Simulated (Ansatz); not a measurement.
# BH₇O₂Si: search for a transition state

Wanted: the transition state of a four-centre ligand exchange (form B1–H6, Si2–H5 and break B1–Si2, H5–H6). The guess is relaxed with those distances held, a saddle search follows, and vibrations and two downhill relaxations check it.

Method: PBE0-D4, def2-SVP first, then def2-TZVP; program: Ansatz 0.2.0, Gaussian basis.

153 further runs of the same task are left out: 1 that didn't finish, 152 set aside as unsound or not needed. Runs told in other sessions of the task aren't counted.

## Step 1: Where the work starts

The guess: 11 atoms, charge 0, spin multiplicity 1.

Atoms are counted from 1 here; the program's logs count them from 0.

Bond lengths: B1–Si2 2.097 Å, B1–O3 1.420 Å, B1–O4 1.435 Å, B1–H5 1.260 Å, Si2–H7 1.463 Å, Si2–H8 1.469 Å, Si2–H9 1.467 Å, O3–H10 0.957 Å, O4–H11 0.956 Å. Angles: Si2–B1–O3 101.0°, Si2–B1–O4 111.1°, Si2–B1–H5 75.0°, O3–B1–O4 121.6°, O3–B1–H5 118.7°, O4–B1–H5 116.0°, B1–Si2–H7 114.9°, B1–Si2–H8 115.9°, B1–Si2–H9 103.0°, H7–Si2–H8 108.8°, H7–Si2–H9 107.4°, H8–Si2–H9 106.0°, B1–O3–H10 114.8°, B1–O4–H11 112.9°.

Geometry (Å):

```xyz
11
BH7O2Si
B    -0.4724    0.4545    0.1660
Si    1.2198   -0.7427   -0.1519
O    -0.7048    0.9505   -1.1440
O    -1.4834   -0.2607    0.8902
H     0.4359    0.9833    0.8614
H    -0.4615    1.6691    1.0550
H     2.3159   -0.0829   -0.8624
H     1.7627   -1.4156    1.0358
H     0.7110   -1.8080   -1.0234
H    -1.5752    1.3231   -1.2838
H    -1.7480   -1.0704    0.4571
```

Distances that are to change: B1–H6 1.51 Å, Si2–H5 2.15 Å, B1–Si2 2.10 Å, H5–H6 1.15 Å.

## Step 2: Constrained relaxation of the guess

hold/in.yaml reads:

```yaml
crystal:
  periodic: [false, false, false]
  atoms:
    - {symbol: B, position_ang: [-0.472400, 0.454500, 0.166000]}
    - {symbol: Si, position_ang: [1.219800, -0.742700, -0.151900]}
    - {symbol: O, position_ang: [-0.704800, 0.950500, -1.144000]}
    - {symbol: O, position_ang: [-1.483400, -0.260700, 0.890200]}
    - {symbol: H, position_ang: [0.435900, 0.983300, 0.861400]}
    - {symbol: H, position_ang: [-0.461500, 1.669100, 1.055000]}
    - {symbol: H, position_ang: [2.315900, -0.082900, -0.862400]}
    - {symbol: H, position_ang: [1.762700, -1.415600, 1.035800]}
    - {symbol: H, position_ang: [0.711000, -1.808000, -1.023400]}
    - {symbol: H, position_ang: [-1.575200, 1.323100, -1.283800]}
    - {symbol: H, position_ang: [-1.748000, -1.070400, 0.457100]}
basis:
  gaussian: {orbitals: def2-SVP}
hamiltonian: {xc: pbe0, dispersion: d4}
relax: {f_tol: 0.04, max_steps: 150, escape_saddle: false, constraints: [{distance: [0, 5]}, {distance: [1, 4]}, {distance: [0, 1]}, {distance: [4, 5]}]}
```

Launch:

```sh
$ ansatz run in.yaml --threads 4 --pin off --events-out ev --progress --plain --max-ram 9574MiB
```

The runs that follow: A starting Hessian; Saddle search in the small basis; Saddle search in triple zeta; Vibrations at the point found; Relaxing after a step of 0.30 Å one way along the mode; Relaxing after a step of 0.30 Å the other way along the mode.

Before running it: what results should come out? Wanted: imaginary mode; barrier from the start side; barrier from the end side; energy of the step; pairs that change; zero-point energy at the saddle.

**Answer**, as computed:

```
                       quantity                                                     value
                 imaginary mode                                                1059i cm⁻¹
    barrier from the start side                                             42.1 kcal/mol
      barrier from the end side                                             52.4 kcal/mol
             energy of the step                                            -10.3 kcal/mol
              pairs that change  B1–H6 formed, Si2–H5 formed, B1–Si2 broken, H5–H6 broken
zero-point energy at the saddle                                                  2.007 eV
```

**Reading.** The point has a single imaginary mode (1059i cm⁻¹), as a transition state must. The two relaxations end on the structures that were planned. At PBE0-D4/def2-TZVP the electronic barrier is 42.1 kcal/mol, about 71 kT at 298 K, and the step runs 10.3 kcal/mol downhill. The barrier is thin enough for tunnelling; the leading (Wigner) term alone is a factor of 2.1 at 298 K. A step off the saddle overshot and began above it in energy, so the link to its end is likely but not proven. The ends are the nearest minima, not always the lowest complexes.
